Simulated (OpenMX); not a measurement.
# MnO2 (P4_2/mnm) in OpenMX: further runs, part 2 of 2

OpenMX 3.8.5.

### 7 Single point, PBE, collinear spin, ferromagnetic start, 9.62 Å³/atom (volume scaled by 1.04)

MnO2.dat

```
System.CurrrentDirectory             ./
System.Name                          MnO2
DATA.PATH                            ./DFT_DATA13
level.of.stdout                      1
level.of.fileout                     0
Species.Number                       2
<Definition.of.Atomic.Species
  Mn  Mn6.0-s2p2d1           Mn_PBE13
  O   O6.0-s2p2              O_PBE13
Definition.of.Atomic.Species>

Atoms.Number                         6
Atoms.SpeciesAndCoordinates.Unit     FRAC
<Atoms.SpeciesAndCoordinates
    1  Mn    0.5000000000    0.5000000000    0.5000000000   9.500  5.500
    2  Mn    0.0000000000    0.0000000000    0.0000000000   9.500  5.500
    3  O     0.8049161500    0.1950838500    0.5000000000   3.000  3.000
    4  O     0.6950838500    0.6950838500    0.0000000000   3.000  3.000
    5  O     0.1950838500    0.8049161500    0.5000000000   3.000  3.000
    6  O     0.3049161500    0.3049161500    0.0000000000   3.000  3.000
Atoms.SpeciesAndCoordinates>

Atoms.UnitVectors.Unit               Ang
<Atoms.UnitVectors
     4.4583253442    0.0000000000    0.0000000000
     0.0000000000    4.4583253442    0.0000000000
     0.0000000000    0.0000000000    2.9048069764
Atoms.UnitVectors>

scf.XcType                           GGA-PBE
scf.SpinPolarization                 on
scf.ElectronicTemperature            580.226
scf.maxIter                          160
scf.EigenvalueSolver                 band
scf.Kgrid                            7 7 9
scf.Mixing.Type                      rmm-diisk
scf.Init.Mixing.Weight               0.01
scf.Min.Mixing.Weight                0.001
scf.Max.Mixing.Weight                0.2
scf.Mixing.History                   40
scf.Mixing.StartPulay                15
scf.criterion                        1.0e-8
MD.Type                              nomd
scf.Ngrid                            54 54 35
scf.energycutoff                     400.0
```

Command:

```sh
$ openmx MnO2.dat -nt 1 > MnO2.std
```

Wall time 6.7 min (1 thread of AMD EPYC 7R43 (Zen 3), shared host); peak memory 1 GiB.

The run converged. Its results:

```yaml
Free_energy: -7486.2895 eV
Largest_force: 0.088 eV/Å
Band_gap_on_the_k_mesh: none (metal or under the smearing width)
Net_moment: 5.99 μB per cell
Site_moments: Mn +2.77; O +0.11 μB
Mulliken_charges: Mn +0.83; O -0.42 e
```

Caveat: the transition metal has a single d function, too few for pressures, volumes and moments; Mulliken charges move with the basis; the basis of atomic orbitals isn't converged, which shifts pressures, moduli and gaps; semilocal functionals often make such compounds metallic where correlation or magnetic order opens a gap, which also shifts bond lengths; only a ferromagnetic start was run, and an antiferromagnetic order may lie lower in energy.

### 8 Single point, PBE, collinear spin, ferromagnetic start, 8.70 Å³/atom (volume scaled by 0.94)

Changes to MnO2.dat since step 7:

```diff
@@ -24,5 +24,5 @@
 <Atoms.UnitVectors
-     4.4583253442    0.0000000000    0.0000000000
-     0.0000000000    4.4583253442    0.0000000000
-     0.0000000000    0.0000000000    2.9048069764
+     4.3105887966    0.0000000000    0.0000000000
+     0.0000000000    4.3105887966    0.0000000000
+     0.0000000000    0.0000000000    2.8085497226
 Atoms.UnitVectors>
```

Command:

```sh
$ openmx MnO2.dat -nt 1 > MnO2.std
```

It took 8.2 min on 1 thread of AMD EPYC 7R43 (Zen 3), shared host; peak memory 1 GiB.

It converged, with:

| Quantity | Value |
| --- | --- |
| Free energy | -7485.7557 eV |
| Largest force | 0.581 eV/Å |
| Band gap on the k mesh | none (metal or under the smearing width) |
| Net moment | 5.82 μB per cell |
| Site moments | Mn +2.62; O +0.14, +0.15 μB |
| Mulliken charges | Mn +0.79; O -0.40 e |

Caveat: the transition metal has a single d function, too few for pressures, volumes and moments; Mulliken charges move with the basis; the basis of atomic orbitals isn't converged, which shifts pressures, moduli and gaps; semilocal functionals often make such compounds metallic where correlation or magnetic order opens a gap, which also shifts bond lengths; only a ferromagnetic start was run, and an antiferromagnetic order may lie lower in energy.

### 9 Single point, PBE, collinear spin, ferromagnetic start, 9.81 Å³/atom (volume scaled by 1.06)

Changes to MnO2.dat since step 8:

```diff
@@ -24,5 +24,5 @@
 <Atoms.UnitVectors
-     4.3105887966    0.0000000000    0.0000000000
-     0.0000000000    4.3105887966    0.0000000000
-     0.0000000000    0.0000000000    2.8085497226
+     4.4867230866    0.0000000000    0.0000000000
+     0.0000000000    4.4867230866    0.0000000000
+     0.0000000000    0.0000000000    2.9233094305
 Atoms.UnitVectors>
```

Potentials or basis: OpenMX 2013 PBE set, Mn6.0-s2p2d1, O6.0-s2p2, fixed grid of 54 × 54 × 35 points.

Command:

```sh
$ openmx MnO2.dat -nt 1 > MnO2.std
```

Run time: 6.3 min. Hardware: 1 thread of AMD EPYC 7R43 (Zen 3), shared host; peak memory 0.99 GiB.

The run converged. Its results:

| Item | Value |
| --- | --- |
| Free energy | -7486.2914 eV |
| Largest force | 0.018 eV/Å |
| Band gap on the k mesh | none (metal or under the smearing width) |
| Net moment | 6.00 μB per cell |
| Site moments | Mn +2.80; O +0.10 μB |
| Mulliken charges | Mn +0.84; O -0.42 e |

Caveat: the transition metal has a single d function, too few for pressures, volumes and moments; Mulliken charges move with the basis; the basis of atomic orbitals isn't converged, which shifts pressures, moduli and gaps; semilocal functionals often make such compounds metallic where correlation or magnetic order opens a gap, which also shifts bond lengths; only a ferromagnetic start was run, and an antiferromagnetic order may lie lower in energy.

### 10 Equation of state, PBE, collinear spin, ferromagnetic start

This step only gathers the single runs of the series.

It converged, with:

| Property | Result |
| --- | --- |
| Equilibrium volume | 9.73 Å³/atom (rough: see the caveat) |
| Bulk modulus at fixed shape and positions | 211 GPa (rough) |

Energy against volume, from the lowest point:
```
volume (Å³/atom)  energy (meV/atom)
           8.698              89.28
           8.883              57.42
           9.068              33.32
           9.253              16.28
           9.438               5.56
           9.623               0.31
           9.808               0.00
```

Caveat: the transition metal has a single d function, too few for pressures, volumes and moments; volumes in these bases differ from converged ones by about 1 %, for some elements by several; the cell was scaled at fixed shape and fractional positions, which overstates the stiffness of a crystal with free parameters, most of all of layers and chains; the fit is rough or its minimum lies at the end of the range; the basis of atomic orbitals isn't converged, which shifts pressures, moduli and gaps.
